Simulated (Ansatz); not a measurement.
# C2HF2I: the cost of one run

Method: RKS PBE-D4/def2-SVP, in Ansatz 0.2.0.

## Step 1: The system as given

Bond lengths: F1–C2 1.279 Å, C2–C3 1.318 Å, C3–F4 1.435 Å, C3–I5 2.038 Å, C2–H6 1.077 Å. Angles: F1–C2–C3 122.0°, F1–C2–H6 111.3°, C3–C2–H6 126.7°, C2–C3–F4 118.1°, C2–C3–I5 126.1°, F4–C3–I5 115.6°.

Structure file:

```xyz
6

F    -1.5001    0.8402    0.1248
C    -0.4772    0.1937    0.5392
C     0.4465   -0.2559   -0.2861
F     1.5856   -0.9261    0.2734
I     0.4800    0.0010   -2.3077
H    -0.4927    0.0830    1.6102
```

## Step 2: Relaxing end A

input.yaml reads:

```yaml
crystal:
  periodic: [false, false, false]
  atoms:
    - { symbol: F, position_ang: [-1.5001, 0.8402, 0.1248] }
    - { symbol: C, position_ang: [-0.4772, 0.1937, 0.5392] }
    - { symbol: C, position_ang: [0.4465, -0.2559, -0.2861] }
    - { symbol: F, position_ang: [1.5856, -0.9261, 0.2734] }
    - { symbol: I, position_ang: [0.48, 0.001, -2.3077] }
    - { symbol: H, position_ang: [-0.4927, 0.083, 1.6102] }
basis:
  gaussian: { orbitals: def2-SVP }
hamiltonian:
  xc: pbe
  dispersion: d4
relax:
  f_tol: 0.015
  max_steps: 40
```

The run is started by

```bash
> ansatz run input.yaml --threads 1 --pin off --max-ram 2048MiB --backend cpu --events-out ev --progress --plain --runs-dir out
```

Q: Estimate wall time and peak memory on 1 thread of Intel Xeon at 2.70GHz, shared host.

About 23 s, with a peak of 0.13 GiB.
